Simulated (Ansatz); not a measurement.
# Be5Te2: the cost of one run

Method: DFT PBE, scalar-relativistic, plane waves, PAW, unless a step names another level, in Ansatz 0.2.0.

3 further runs of the same task are left out: 2 that didn't finish, 1 set aside as unsound or not needed. Runs told in other sessions of the task aren't counted.

## (1) The system as given

Symmetry: P3m1, No. 156, trigonal system. The conventional cell has a = 3.832 Å, b = 3.832 Å, c = 9.152 Å, α = 90.00°, β = 90.00°, γ = 120.00°. Be (site symmetry 3m) is surrounded by 7 Be at 2.19 to 2.26 Å. Be (site symmetry 3m) has 1 Be at 2.19 Å and 3 Te at 2.44 Å in its first shell of neighbours. Be (site symmetry 3m) is surrounded by 9 Be at 2.25 to 2.82 Å and 1 Te at 2.77 Å. Be (site symmetry 3m) is surrounded by 6 Be at 2.21 to 2.25 Å and 1 Te at 2.61 Å. Be (site symmetry 3m) is surrounded by 4 Te at 2.38 to 2.48 Å. Te (site symmetry 3m) has 4 Be at 2.38 to 2.61 Å in its first shell of neighbours. Te (site symmetry 3m) is surrounded by 5 Be at 2.44 to 2.77 Å.

Coordinates:

```cif
data_structure
_symmetry_space_group_name_H-M 'P 1'
_symmetry_Int_Tables_number 1
_cell_length_a 3.8318
_cell_length_b 3.8318
_cell_length_c 9.1517
_cell_angle_alpha 90.000
_cell_angle_beta 90.000
_cell_angle_gamma 120.000
_cell_volume 116.37
loop_
_atom_site_label
_atom_site_type_symbol
_atom_site_fract_x
_atom_site_fract_y
_atom_site_fract_z
_atom_site_occupancy
Be1 Be 0.00000 0.00000 0.00047 1
Be2 Be 0.00000 0.00000 0.76124 1
Be3 Be 0.66667 0.33333 0.95159 1
Be4 Be 0.33333 0.66667 0.99731 1
Be5 Be 0.66667 0.33333 0.37812 1
Te1 Te 0.33333 0.66667 0.28200 1
Te2 Te 0.66667 0.33333 0.64928 1
```

It came out lowest among 27 distinct ends of the trial cells. At a tolerance of 0.05 Å it has space group P3m1 (No. 156).

## (2) Tight relaxation for the response runs, on the response runs' mesh and smearing

input.yaml

```yaml
crystal:
  lattice:
    - [3.831771282, 0.0, 0.0]
    - [-1.915885641, 3.3184112717, 0.0]
    - [0.0, 0.0, 9.1517447365]
  atoms:
    - { symbol: Be, position: [0.0, 0.0, 0.0004677129] }
    - { symbol: Be, position: [0.0, 0.0, 0.7612369011] }
    - { symbol: Be, position: [0.6666666667, 0.3333333333, 0.9515851924] }
    - { symbol: Be, position: [0.3333333333, 0.6666666667, 0.9973107631] }
    - { symbol: Be, position: [0.6666666667, 0.3333333333, 0.3781226579] }
    - { symbol: Te, position: [0.3333333333, 0.6666666667, 0.2820000429] }
    - { symbol: Te, position: [0.6666666667, 0.3333333333, 0.6492767297] }
basis:
  ecutwfc: 420
kpoints:
  mp_grid: { grid: [12, 12, 4] }
hamiltonian:
  xc: pbe
scf:
  occupations: { method: gaussian, width: 0.1 }
output:
  forces: true
  stress: true
  eigenvalues: true
relax:
  adjacent_minimum: "off"
  f_tol: 0.001
  max_steps: 60
  cell: { stress_tol: 0.01 }
```

Started as:

```sh
> ansatz run input.yaml --threads 3 --pin off --max-ram 7680MiB --backend cpu --events-out ev --progress --plain --runs-dir out
```

Q: Estimate wall time and peak memory on 3 threads of Intel Xeon 6975P-C (Granite Rapids), shared host.

About 20 s, with a peak of 0.55 GiB.
